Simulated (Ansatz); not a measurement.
# AlO2 (Cmcm) in Ansatz: settings compared

The runs below take AlO2 through relaxation of cell and atoms, with r2SCAN, PBE.

Program: Ansatz 0.2.0. These are calculated values, not measurements. Logs are shortened: lines on timing, memory, paths and dates and some standing lists are left out, and cuts for length are marked.

## Step 1: The crystal as given

The structure is orthorhombic, space group Cmcm (No. 63). The conventional cell has a = 2.976 Å, b = 10.806 Å, c = 3.647 Å, α = 90.00°, β = 90.00°, γ = 90.00°. Al (site symmetry m2m) is surrounded by 6 O at 1.87 to 2.02 Å. Around O (site symmetry m2m) lie 2 Al at 1.88 Å. Around O (site symmetry m2m) lie 4 Al at 1.87 to 2.02 Å.

The cell comes from a database or a generator and needn't be the stable form of this composition.

## Step 2: Relaxation of cell and atoms, r2SCAN

Input file input.yaml:

```yaml
crystal:
  lattice:
    - [1.488162, -5.402833, 0.0]
    - [1.488162, 5.402833, 0.0]
    - [0.0, 0.0, 3.646612]
  atoms:
    - { symbol: Al, position: [0.668133, 0.331867, 0.75] }
    - { symbol: Al, position: [0.331867, 0.668133, 0.25] }
    - { symbol: O, position: [0.061072, 0.938928, 0.75] }
    - { symbol: O, position: [0.938928, 0.061072, 0.25] }
    - { symbol: O, position: [0.294184, 0.705816, 0.75] }
    - { symbol: O, position: [0.705816, 0.294184, 0.25] }
hamiltonian:
  xc: r2scan
  pseudopotentials: { kind: paw }
kpoints:
  mp_grid: { grid: [9, 9, 7] }
scf:
  occupations: { method: fermi_dirac, width: 0.05 }
output:
  forces: true
  stress: true
  eigenvalues: true
  write_density: true
  write_potential: true
  elf: true
  volumetric_format: npy
relax:
  f_tol: 0.01
  max_steps: 40
  cell: { stress_tol: 0.05 }
```

Potentials or basis: Ansatz PAW.

Run with:

```console
> ansatz run input.yaml --threads 2 --pin off --max-ram 5632MiB --backend cpu --events-out ev --progress --plain --runs-dir out
```

The log of the run:

```text
Warning: RAYON_NUM_THREADS=2 ignored (pool sized by the plan → 2); use --threads N
Engine: ansatz 0.2.0, aarch64-unknown-linux-gnu
Pseudopotentials: kind: paw
Pseudopotential: Al, paw, valence charge 3, recommended cutoff 500 eV (meta_gga), Al.paw.azcp
Pseudopotential: O, paw, valence charge 6, recommended cutoff 500 eV (meta_gga), O.paw.azcp
Functional definition: r2SCAN
  parameter k0 = 0.174
  parameter k1 = 0.065
  parameter a1 = 4.9479
  exchange = r2scan_x(k0 = k0, k1 = k1, a1 = a1)
  correlation = r2scan_c
Crystal: 6 atoms, lattice volume = 58.640 Å³
Basis set: ecut = 500 eV, 1523 PW (Γ), exchange–correlation on 180×180×108 points (64 copies of the dense FFT grid, shifted against one another)
Bands: 21, of which v1, the nominal top of the filled ones, is band 15 counted from 1 (14 counted from 0)
Symmetry: 8 space group operations
Space group: Cmcm (ITA 63), of the structure as read, at distance tolerance 3.9e-5 Å
k-points: 100 of 567
Non-local potential: Al, projectors of the file, l = 0: 2, l = 1: 2, l = 2: 1
Non-local potential: O, projectors of the file, l = 0: 2, l = 1: 2, l = 2: 1
PAW form: soft (Blöchl's): semilocal exchange-correlation on the pseudo side does not see the compensation charge
PAW frozen core: Al, regenerated for the run's functional (the file was generated under x = pbe(κ = 0.804, μ = 0.2195149727645171), c = pbe(β = 0.06672455060314922))
PAW frozen core: O, regenerated for the run's functional (the file was generated under x = pbe(κ = 0.804, μ = 0.2195149727645171), c = pbe(β = 0.06672455060314922))
PAW one-centre angular grid: Al, 302 points (default); XC on 160 Gauss nodes
PAW one-centre angular grid: O, 302 points (default); XC on 160 Gauss nodes
Initial density: superposition of atomic densities (neutral atoms: chi_scale 0, normalization atom), corrected by the library's trained network
Initial wavefunctions: pseudopotential atomic-orbital guess
Functional: x = r2scan, c = r2scan; τ floored in thin density (d = 2e-4 eV/Å³)
SCF iter   1: F=—  HF=-3357.726191 eV  |F-HF|=—  |Δ(HF+E_count)|=         —  Δρ=1.78e-2  dr2=8.51e-2  dr2_τ=2.64e-1  ethr=1.77e-3  ⟨swp⟩=6.5  Hψ=11489  notcnv=0  defer=15
preconditioner: auto → Kerker (q_TF=auto, 2.440 Å⁻¹)  [metal: Δε(μ)=0.008 eV  Ē_g=16.889 eV  σ=0.050 eV  W_gap=0.04  n_scr=14 (ndim 8)  ℏωp=26.6 eV  f_vac=0.004  D(μ)=4.17/eV (n_scr^D=42)]
SCF iter   2: F=—  HF=-3357.967306 eV  |F-HF|=—  |Δ(HF+E_count)|=   2.41e-1  Δρ=9.14e-3  dr2=2.88e-2  dr2_τ=1.46e-3  ethr=2.84e-4  ⟨swp⟩=2.5  Hψ=4958  notcnv=0  defer=100
SCF iter   3: F=—  HF=-3357.961975 eV  |F-HF|=—  |Δ(HF+E_count)|=   5.33e-3  Δρ=2.12e-3  dr2=1.92e-3  dr2_τ=3.89e-4  ethr=9.61e-5  ⟨swp⟩=2.6  Hψ=3635  notcnv=0  defer=100
SCF iter   4: F=—  HF=-3357.961694 eV  |F-HF|=—  |Δ(HF+E_count)|=   2.81e-4  Δρ=8.62e-4  dr2=8.25e-4  dr2_τ=4.89e-5  ethr=6.38e-6  ⟨swp⟩=2.1  Hψ=3376  notcnv=0  defer=100
SCF iter   5: F=—  HF=-3357.961552 eV  |F-HF|=—  |Δ(HF+E_count)|=   1.42e-4  Δρ=3.94e-4  dr2=1.60e-4  dr2_τ=3.93e-6  ethr=2.75e-6  ⟨swp⟩=1.8  Hψ=2768  notcnv=0  defer=100
SCF iter   6: F=—  HF=-3357.961528 eV  |F-HF|=—  |Δ(HF+E_count)|=   2.37e-5  Δρ=3.47e-4  dr2=8.96e-5  dr2_τ=5.67e-6  ethr=5.33e-7  ⟨swp⟩=2.0  Hψ=3286  notcnv=0  defer=100
SCF iter   7: F=—  HF=-3357.961512 eV  |F-HF|=—  |Δ(HF+E_count)|=   1.59e-5  Δρ=8.77e-5  dr2=6.99e-6  dr2_τ=2.29e-7  ethr=2.99e-7  ⟨swp⟩=2.4  Hψ=3205  notcnv=0  defer=100
SCF iter   8: F=—  HF=-3357.961512 eV  |F-HF|=—  |Δ(HF+E_count)|=   4.05e-7  Δρ=3.09e-5  dr2=6.24e-7  dr2_τ=2.37e-8  ethr=2.33e-8  ⟨swp⟩=2.8  Hψ=3446  notcnv=0  defer=100
SCF iter   9: F=—  HF=-3357.961512 eV  |F-HF|=—  |Δ(HF+E_count)|=   4.17e-8  Δρ=1.69e-5  dr2=1.24e-7  dr2_τ=6.37e-9  ethr=2.08e-9  ⟨swp⟩=2.1  Hψ=3081  notcnv=0  defer=100
SCF iter  10: F=-3357.961512 eV  HF=-3357.961512 eV  |F-HF|=8.00e-11  |Δ(HF+E_count)|=   1.11e-8  Δρ=2.28e-6  dr2=2.64e-9  dr2_τ=8.30e-11  ethr=3.33e-10  ⟨swp⟩=13.3  Hψ=13827  notcnv=0
SCF 1 converged in 10 iterations: F = -3357.961512 eV  dr2 = 2.64e-9
relax step   1: F+E_penalty+E_count = -3357.96151189 eV  Δ(F+E_penalty+E_count) = +0.000e0 eV  max|allowed force component| = 7.859e-1 eV/Å  Δτ_max = 0.0000 Å  P = -7.403 GPa  Ω = 58.640 Å³  (10 SCF iters, dr2 threshold 1.00e-7 eV, accepted)
Crystal: 6 atoms, lattice volume = 54.791 Å³
[... 110 lines left out ...]
Crystal: 6 atoms, lattice volume = 51.272 Å³
iter 1 solved again at ethr=1.09e-8 eV; its pass at ethr=3.10e-3 eV (dr2=3.27e-6 eV) is discarded
SCF iter   1: F=—  HF=-3358.949504 eV  |F-HF|=—  |Δ(HF+E_count)|=         —  Δρ=8.21e-5  dr2=3.06e-6  dr2_τ=4.04e-6  ethr=1.09e-8  ⟨swp⟩=2.0  Hψ=10481  notcnv=0
preconditioner: auto → none  [insulator: Δε(μ)=1.106 eV  Ē_g=17.518 eV  σ=0.050 eV  W_gap=1.00  n_scr=12 (ndim 8)  ℏωp=28.4 eV  f_vac=0.000  D(μ)=0.00/eV (n_scr^D=0)  ε∞_Penn≈3.6]
SCF iter   2: F=—  HF=-3358.949506 eV  |F-HF|=—  |Δ(HF+E_count)|=   1.68e-6  Δρ=3.93e-5  dr2=4.13e-7  dr2_τ=1.18e-7  ethr=1.02e-8  ⟨swp⟩=2.0  Hψ=3439  notcnv=0
SCF iter   3: F=—  HF=-3358.949505 eV  |F-HF|=—  |Δ(HF+E_count)|=   6.47e-8  Δρ=1.28e-5  dr2=5.56e-8  dr2_τ=7.10e-9  ethr=1.38e-9  ⟨swp⟩=2.0  Hψ=3172  notcnv=0
SCF iter   4: F=-3358.949505 eV  HF=-3358.949505 eV  |F-HF|=4.87e-9  |Δ(HF+E_count)|=  5.61e-10  Δρ=6.29e-6  dr2=1.25e-8  dr2_τ=1.39e-9  ethr=1.45e-10  ⟨swp⟩=7.2  Hψ=10931  notcnv=0
SCF 11 converged in 4 iterations: F = -3358.949505 eV  dr2 = 1.25e-8
relax step  11: F+E_penalty+E_count = -3358.94950546 eV  Δ(F+E_penalty+E_count) = +6.957e-6 eV  max|allowed force component| = 1.311e-3 eV/Å  Δτ_max = 0.0001 Å  P = -0.014 GPa  Ω = 51.272 Å³  energy of the carried Pulay correction = -1.184e-5 eV  (4 SCF iters, dr2 threshold 4.36e-8 eV, accepted)
iter 1 solved again at ethr=2.71e-8 eV; its pass at ethr=3.10e-3 eV (dr2=8.13e-6 eV) is discarded
SCF iter   1: F=—  HF=-3358.949516 eV  |F-HF|=—  |Δ(HF+E_count)|=         —  Δρ=2.49e-5  dr2=1.87e-8  dr2_τ=1.93e-9  ethr=2.71e-8  ⟨swp⟩=3.2  Hψ=17238  notcnv=0
preconditioner: auto → none  [insulator: Δε(μ)=1.106 eV  Ē_g=17.519 eV  σ=0.050 eV  W_gap=1.00  n_scr=12 (ndim 8)  ℏωp=28.4 eV  f_vac=0.000  D(μ)=0.00/eV (n_scr^D=0)  ε∞_Penn≈3.6]
SCF iter   2: F=—  HF=-3358.949517 eV  |F-HF|=—  |Δ(HF+E_count)|=   7.85e-7  Δρ=1.23e-5  dr2=2.79e-9  dr2_τ=3.80e-8  ethr=6.22e-11  ⟨swp⟩=2.0  Hψ=3500  notcnv=0
SCF iter   3: F=—  HF=-3358.949518 eV  |F-HF|=—  |Δ(HF+E_count)|=   2.38e-7  Δρ=4.88e-6  dr2=5.51e-10  dr2_τ=5.91e-9  ethr=9.29e-12  ⟨swp⟩=2.0  Hψ=3556  notcnv=0
SCF iter   4: F=-3358.949518 eV  HF=-3358.949518 eV  |F-HF|=5.68e-11  |Δ(HF+E_count)|=   4.44e-8  Δρ=3.27e-7  dr2=2.48e-11  dr2_τ=1.28e-11  ethr=1.00e-12  ⟨swp⟩=4.5  Hψ=10612  notcnv=0
SCF 12 converged in 4 iterations: F = -3358.949518 eV  dr2 = 2.48e-11
relax step  12: F+E_penalty+E_count = -3358.94951757 eV  Δ(F+E_penalty+E_count) = -1.211e-5 eV  max|allowed force component| = 1.334e-3 eV/Å  Δτ_max = 0.0000 Å  P = -0.014 GPa  Ω = 51.272 Å³  stress off target by 1.71e-2 GPa  SCF on the basis re-selected at this cell (its energy is not comparable with the rows above)  (4 SCF iters)
basis re-selected at this cell: Δ(F+E_penalty+E_count) = -1.211e-5 eV, ΔP = -0.000 GPa vs the last step (what re-selecting the basis moved, of the pressure what is left beyond the Pulay correction that the steps carried, after the strain that the cell walked since its last selection, with what the two solves' SCF thresholds leave and, on support functions, any second-order correction that the steps lacked; it is no measure of the basis error at this ecutwfc). This SCF's stress stands 1.71e-2 GPa from its target on what of the cell is left free (relax.cell.stress_tol is 5.00e-2 GPa) and its largest allowed force component is 1.33e-3 eV/Å (relax.f_tol is 1.00e-2 eV/Å): within both
SCF converged after 4 iterations
Free energy (F): -3358.949518 eV
Harris-Foulkes:  -3358.949518 eV  (|F-HF|=5.68e-11)
Internal energy: -3358.949515 eV  (E = F + TS)
E sigma→0 (E₀):  -3358.949516 eV
Entropy (-TS):   -0.000002 eV (-0.000 meV/atom)
Fermi energy:    7.948575 eV
--- Per-component energies (eV) ---
  E_band       = -4.765516
  E_kinetic    = 764.677019
  E_local      = -1290.115865  (includes V_loc(G=0)·N_el)
  E_nonlocal   = 206.935372
  E_hartree    = 464.613332
  E_xc         = -371.597904
  E_vxc        = -492.146807  (∫ρ·V_xc dr)
  E_paw        = -1585.592130  (= ΣΔE_a)
  E_vpaw       = -153.816107  (= ΣTr[D̂ρ^β])
  E_aug_tail   = 0.003928  (compensation charges beyond the density's cutoff)
  E_vtau       = 30.470179  (kinetic-family band-sum trace: ∫τ·v_τ [+ j·A + Jᵃ·Aᵃ] dr)
  E_ewald      = -1547.625288
  E_core_change = -0.247980  (= ΣΔE_core)
  E_smearing   = -0.000002  (= −TS)
  E_closure    = -0.000000  (closes the sum)
  Σ components = -3358.949518   (vs F -3358.949518, Δ=0.00e0)
--- Forces (eV/Å), atoms counted from 1 ---
  atom   1  Al     0.00000000    -0.00031951     0.00000000
  atom   2  Al    -0.00000000     0.00031951     0.00000000
  atom   3  O      0.00000000    -0.00133421     0.00000000
  atom   4  O     -0.00000000     0.00133421     0.00000000
  atom   5  O     -0.00000000     0.00038221     0.00000000
  atom   6  O      0.00000000    -0.00038221     0.00000000
  max |Σ_I F_I| component: 3.47e-18 eV/Å
--- Stress (GPa, compression-positive) ---
       -0.017078       0.000000       0.000000
        0.000000      -0.010685       0.000000
        0.000000       0.000000      -0.015525
  P = ⅓ Tr σ = -0.0144 GPa (-0.144 kbar)
--- Band table (eV; the first three rows and the last of 100) ---
  k-point 0: bands = ["-14.0133", "-12.2912", "-10.1938", "-9.3738", "0.4110", "1.3832", "2.0455", "3.5671", "3.8995", "4.0191", "5.4464", "5.9146", "6.4353", "6.5615", "6.9583", "10.2557", "13.9322", "17.3820", "18.1458", "19.8808", "20.8021"]
  k-point 1: bands = ["-13.8591", "-12.1757", "-10.3648", "-9.6422", "0.6967", "0.7730", "3.0401", "3.1459", "4.0086", "4.1372", "5.5180", "5.8965", "6.2895", "6.6053", "6.7751", "9.9963", "14.3141", "17.6170", "17.9962", "19.3292", "20.9481"]
  k-point 2: bands = ["-13.4084", "-11.8465", "-10.9384", "-10.2010", "0.2826", "1.6891", "2.0215", "4.3219", "4.4794", "4.7154", "5.1083", "5.8945", "5.9696", "6.2897", "6.7431", "9.4240", "15.1328", "17.6282", "17.7447", "18.8586", "21.4107"]
  k-point 99: bands = ["-12.2398", "-11.9780", "-11.4075", "-11.2099", "1.2902", "1.9776", "2.6859", "3.5650", "4.5043", "4.9951", "5.1945", "5.3629", "5.5743", "5.8053", "7.1006", "8.6058", "16.4183", "17.1009", "18.4611", "18.8284", "20.6414"]
--- Relaxed structure (10 steps of the walk, 9 accepted, 2 SCFs on fresh bases) ---
  F+E_penalty+E_count = -3358.94951757 eV   max|allowed force component| = 1.334e-3 eV/Å   (the final SCF, on the basis selected at the relaxed cell)
  cell:  # Å, volume = 51.2719 Å³
    - [1.4518081314123292, -4.9157439282753215, 0.0]
    - [1.4518081314123292, 4.9157439282753215, 0.0]
    - [0.0, 0.0, 3.592118263606809]
  atoms:
    - { symbol: Al, position: [0.6622701900457609, 0.33772980995423907, 0.7500000000000001] }
    - { symbol: Al, position: [0.33772980995423907, 0.6622701900457609, 0.25] }
    - { symbol: O, position: [0.02880687461535847, 0.9711931253846415, 0.7500000000000001] }
    - { symbol: O, position: [0.9711931253846415, 0.02880687461535847, 0.25] }
    - { symbol: O, position: [0.2951119132433966, 0.7048880867566034, 0.7500000000000001] }
    - { symbol: O, position: [0.7048880867566034, 0.2951119132433966, 0.25] }
```

It took 91 s on 2 threads of Arm Neoverse V2, shared host; peak memory 0.68 GiB.

What came out:

| Quantity | Value |
| --- | --- |
| Free energy | -3358.9495 eV |
| Relaxed volume | 8.55 Å³/atom |
| Relaxed cell | a = 5.126 Å, b = 5.126 Å, c = 3.592 Å, α = 90.00°, β = 90.00°, γ = 147.09° |
| Space group after relaxing (to 0.05 Å) | Cmcm (No. 63) |
| Energy gained by relaxing | 164.7 meV/atom |
| Ionic steps | 11 |
| Pressure after relaxing | 0.0 GPa |
| Band gap on the k mesh | 1.11 eV, indirect (least direct gap 1.19 eV) |

Step by step:
| step | energy change (eV) | largest force (eV/Å) | volume (Å³) |
| --- | --- | --- | --- |
| 1 | 0.0000 | 0.7859 | 58.64 |
| 2 | -0.4338 | 1.8829 | 54.79 |
| 3 | -0.7900 | 1.4090 | 51.58 |
| 4 | -0.9205 | 0.7398 | 49.83 |
| 5 | -0.9870 | 0.1423 | 51.45 |
| 6 | -0.9919 | 0.0878 | 51.28 |
| 7 | -0.9927 | 0.0258 | 51.23 |
| 8 | -0.9929 | 0.0014 | 51.25 |
| 9 | -0.9880 | 0.0016 | 51.25 |
| 10 | -0.9880 | 0.0013 | 51.27 |
| 11 | -0.9880 | 0.0013 | 51.27 |

Final structure:
```xyz
6
Lattice="1.4518 -4.9157 0.0000 1.4518 4.9157 0.0000 0.0000 0.0000 3.5921" Properties=species:S:1:pos:R:3 pbc="T T T"
Al    1.4518   -1.5954    2.6941
Al    1.4518    1.5954    0.8980
O     1.4518    4.6325    2.6941
O     1.4518   -4.6325    0.8980
O     1.4518    2.0144    2.6941
O     1.4518   -2.0144    0.8980
```

Caveat: odd divisions of the mesh miss points on the zone boundary, where band edges often lie, so the gap on the mesh can be too wide; the plane-wave basis is chosen anew once the cell has moved, so the energies of steps on either side of that aren't comparable; the PAW data sets come from PBE, with cores solved anew for the run's functional, which leaves a small shift of forces and pressure. r2SCAN opens gaps a little over a GGA but as a rule still falls short of measured ones.

## Step 3: Relaxation of cell and atoms, PBE

Changes to input.yaml since step 2:

```diff
@@ -13,3 +13,3 @@
 hamiltonian:
-  xc: r2scan
+  xc: pbe
   pseudopotentials: { kind: paw }
@@ -23,6 +23,2 @@
   eigenvalues: true
-  write_density: true
-  write_potential: true
-  elf: true
-  volumetric_format: npy
 relax:
```

Potentials or basis: Ansatz PAW.

Run with:

```console
> ansatz run input.yaml --threads 2 --pin off --max-ram 5632MiB --backend cpu --events-out ev --progress --plain --runs-dir out
```

It took 44 s on 2 threads of Arm Neoverse V2, shared host; peak memory 0.41 GiB.

Results (log left out):

```
Free energy                            : -3347.6719 eV
Relaxed volume                         : 8.86 Å³/atom
Relaxed cell                           : a = 5.202 Å, b = 5.202 Å, c = 3.624 Å, α = 90.00°, β = 90.00°, γ = 147.19°
Space group after relaxing (to 0.05 Å) : Cmcm (No. 63)
Energy gained by relaxing              : 117.7 meV/atom
Ionic steps                            : 14
Pressure after relaxing                : 0.0 GPa
Band gap on the k mesh                 : 0.89 eV, indirect (least direct gap 0.97 eV)
```

The path:
```
step  energy change (eV)  largest force (eV/Å)  volume (Å³)
   1              0.0000                0.6977        58.64
   2             -0.2361                1.6039        55.94
   3             -0.4919                1.5052        53.88
   4             -0.5945                1.1025        51.48
   5             -0.7015                0.2270        54.12
   6             -0.7150                0.0990        53.67
   7             -0.7200                0.0207        53.42
   8             -0.7207                0.0434        53.32
   9             -0.7207                0.0020        53.33
  10             -0.7057                0.0026        53.33
  11             -0.7072                0.0032        53.15
  12             -0.7061                0.0032        53.15
  13             -0.7061                0.0018        53.14
  14             -0.7061                0.0018        53.14
```

Final structure:
```xyz
6
Lattice="1.4693 -4.9905 0.0000 1.4693 4.9905 0.0000 0.0000 0.0000 3.6237" Properties=species:S:1:pos:R:3 pbc="T T T"
Al    1.4693   -1.6204    2.7177
Al    1.4693    1.6204    0.9059
O     1.4693    4.6929    2.7177
O     1.4693   -4.6929    0.9059
O     1.4693    2.0505    2.7177
O     1.4693   -2.0505    0.9059
```

Levels at points of the mesh, in eV from the valence-band top:
```
           k point  band 11  band 12  band 13  band 14  band 15  band 16  band 17  band 18  band 19  band 20
(0.00, 0.00, 0.00)    -1.77    -1.33    -0.75    -0.66    -0.27     2.35     5.51     8.76     9.74    11.24
```

Caveat: odd divisions of the mesh miss points on the zone boundary, where band edges often lie, so the gap on the mesh can be too wide; the plane-wave basis is chosen anew once the cell has moved, so the energies of steps on either side of that aren't comparable; the pressure holds a Pulay correction of +0.9 GPa for the finite cutoff. A k mesh can miss the band edges.
